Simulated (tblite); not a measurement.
# C2H4CaO4: the cost of one run

Programs: tblite 0.8.0 and PySCF 2.14.0. All values are calculated, for the isolated system unless a continuum is named. Atoms count from 0, parts from 1.

## 1. Starting point

11 atoms, charge 0, multiplicity 1; geometry: rigid parts in contact. Parts: 1 = atoms 0–2, `[OH][Ca+]`, charge 1; 2 = atoms 3–10, `COC(=O)[O-]`, charge -1.

## 2. Search for minima with GFN2-xTB

Job settings and geometry (Å):

```
{"job": {"kind": "dock", "xc": "GFN2-xTB", "basis": "xTB"}, "charge": 0, "multiplicity": 1, "parts": [{"atoms": "0-2", "charge": 1, "multiplicity": 1}, {"atoms": "3-10", "charge": -1, "multiplicity": 1}]}
Ca    -0.961103    -1.003430     0.621719
O      0.284274     0.072402    -0.439139
H      0.676829     0.931028    -0.182580
O     -2.191477    -3.612702    -0.105769
C     -2.286197    -3.540232     1.105180
O     -3.242317    -3.429441     1.857650
O     -0.954116    -3.603149     1.755100
C     -0.934587    -3.519909     3.140568
H     -0.449014    -4.408880     3.568588
H     -1.964676    -3.455612     3.515375
H     -0.379360    -2.626772     3.463415
```

Method: GFN2-xTB search for minima from random contacts, gas phase.

Command:

```sh
$ OMP_NUM_THREADS=1 python cluster_run.py task.json out
```

The driver reads the jobs from task.json and runs them one after another.

Q: Estimate the wall time of this first job on 1 thread of AMD EPYC 9R45, shared host.

About 3.4 s.
